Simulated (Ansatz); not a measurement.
**C2H7B2Cl: up Jacob's ladder to CCSD(T)**

The task here is to estimate one member of a computed series from the others.

Computed with Ansatz 0.2.0, Gaussian basis. Level: functionals in def2-TZVPP, the program's frozen cores in correlated methods.

The runs, in order: PBE-D4, r2SCAN-D4, PBE0-D4, B3LYP-D4, ωB97X-V, ωB97M-V, B2PLYP; CCSD(T)/def2-TZVPP; MP2/def2-QZVPP; extrapolation to the limit.

## The relaxed structure

An earlier PBE0-D4 in a triple-zeta def2 set relaxation fixed the geometry.

SMILES `BBCCCl`, 12 atoms, charge 0, spin multiplicity 1.

Atoms are counted from 1 here; the program's logs count them from 0.

Bond lengths: B1–B2 1.638 Å, B1–H6 1.200 Å, B1–H7 1.200 Å, B2–C3 1.566 Å, B2–H8 1.208 Å, C3–C4 1.509 Å, C3–H9 1.099 Å, C3–H10 1.099 Å, C4–Cl5 1.790 Å, C4–H11 1.090 Å, C4–H12 1.090 Å. Angles: B2–B1–H6 122.1°, B2–B1–H7 122.1°, H6–B1–H7 115.7°, B1–B2–C3 130.1°, B1–B2–H8 114.7°, C3–B2–H8 115.2°, B2–C3–C4 116.0°, B2–C3–H9 107.7°, B2–C3–H10 107.6°, C4–C3–H9 110.5°, C4–C3–H10 110.5°, H9–C3–H10 103.8°, C3–C4–Cl5 112.3°, C3–C4–H11 111.6°, C3–C4–H12 111.6°, Cl5–C4–H11 106.1°, Cl5–C4–H12 106.1°, H11–C4–H12 108.7°.

The first run:

Input file in.yaml:

```yaml
crystal:
  periodic: [false, false, false]
  atoms:
    - {symbol: B, position_ang: [-0.786082, 1.805177, 0.487665]}
    - {symbol: B, position_ang: [-0.679550, 0.231821, 0.929769]}
    - {symbol: C, position_ang: [0.083789, -0.955521, 0.252525]}
    - {symbol: C, position_ang: [0.843596, -0.619807, -1.007232]}
    - {symbol: Cl, position_ang: [1.680779, -2.044049, -1.697053]}
    - {symbol: H, position_ang: [-0.021993, 2.636048, 0.896031]}
    - {symbol: H, position_ang: [-1.670044, 2.211768, -0.215430]}
    - {symbol: H, position_ang: [-1.285424, -0.052310, 1.935796]}
    - {symbol: H, position_ang: [-0.644180, -1.755823, 0.061007]}
    - {symbol: H, position_ang: [0.758076, -1.389105, 1.004025]}
    - {symbol: H, position_ang: [0.181048, -0.249758, -1.789727]}
    - {symbol: H, position_ang: [1.616785, 0.126261, -0.823476]}
basis:
  gaussian: {orbitals: def2-TZVPP}
hamiltonian: {xc: pbe, dispersion: d4}
output: {forces: true, orbitals: {seedname: orbitals}}
```

Started as:

```sh
> ansatz run in.yaml --threads 4 --pin off --events-out ev --progress --plain --max-ram 10444MiB
```

Among the steps run: PBE-D4 (GGA); r2SCAN-D4 (meta-GGA); PBE0-D4 (hybrid); B3LYP-D4 (hybrid); ωB97X-V (range-separated); ωB97M-V (range-separated); B2PLYP (double hybrid); CCSD(T) in def2-TZVPP; MP2 in def2-QZVPP.

One table of the session follows, with a row left open; its other results are not shown here.

It belongs to the step «Atomisation energies». 

| method | atomisation energy (kJ/mol) |
| --- | --- |
| PBE-D4 | 4400.0 |
| r2SCAN-D4 | 4352.4 |
| PBE0-D4 | 4357.8 |
| B3LYP-D4 | 4330.2 |
| ωB97X-V | 4328.8 |
| ωB97M-V | 4337.0 |
| B2PLYP | 4278.7 |
| HF/def2-TZVPP | 3331.2 |
| MP2/def2-TZVPP | ? |
| CCSD/def2-TZVPP | 4151.4 |
| CCSD(T)/def2-TZVPP | 4201.2 |
| MP2/CBS | 4350.0 |
| CCSD(T)/CBS | 4292.4 |

**Question.** Estimate the row for MP2/def2-TZVPP.

The run gave: atomisation energy (kJ/mol): 4258.8. In the column «atomisation energy (kJ/mol)» it lies between CCSD(T)/def2-TZVPP (4201.2) and B2PLYP (4278.7).
